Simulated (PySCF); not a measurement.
# C5H4FN (2-fluoropyridine): the cost of one run

Computed with PySCF 2.14.0, with density-fitted response routines of our own, on a single molecule, in the gas phase or a continuum. Atoms count from 0, in the outputs and in this text.

**1. The molecule as given**

11 atoms, charge 0, multiplicity 1; geometry from: GFN2-xTB. The atoms were then displaced at random by about 0.01 Å, so the start is not that level's minimum.

Bonds of the start (Å): F0–C1 1.33, C1–C2 1.39, C2–C3 1.43, C3–C4 1.36, C4–C5 1.37, C5–N6 1.32, N6–C1 1.32, C2–H7 1.05, C3–H8 1.09, C4–H9 1.08, C5–H10 1.08.

**2. Optimising the geometry at PBE0-D3(BJ)/def2-TZVP**

The job: settings as JSON, then the geometry in Å.

```
{"job": {"xc": "PBE0", "basis": "def2-TZVP", "d3": "d3bj", "grid": 2, "shake": 0.01, "kind": "geom"}, "charge": 0, "multiplicity": 1}
F     -2.010930    -1.867090    -0.011770
C     -0.993630    -1.005380    -0.009880
C     -1.247140     0.363940    -0.042760
C     -0.083110     1.193740    -0.027740
C      1.146370     0.614210     0.001920
C      1.246100    -0.755290     0.033610
N      0.206250    -1.563290     0.025540
H     -2.219450     0.752190    -0.065300
H     -0.238020     2.269780    -0.025210
H      2.031900     1.233500     0.032800
H      2.199750    -1.262130     0.073110
```

The run is started by

```bash
$ OMP_NUM_THREADS=2 python probes_run.py task.json out
```

This one command runs all jobs of the session in turn.

**Question.** How long does this first job take on 2 threads of Intel Xeon at 2.50GHz, shared host, and how much memory does it need?

About 11 min, with a peak of 1.3 GiB.
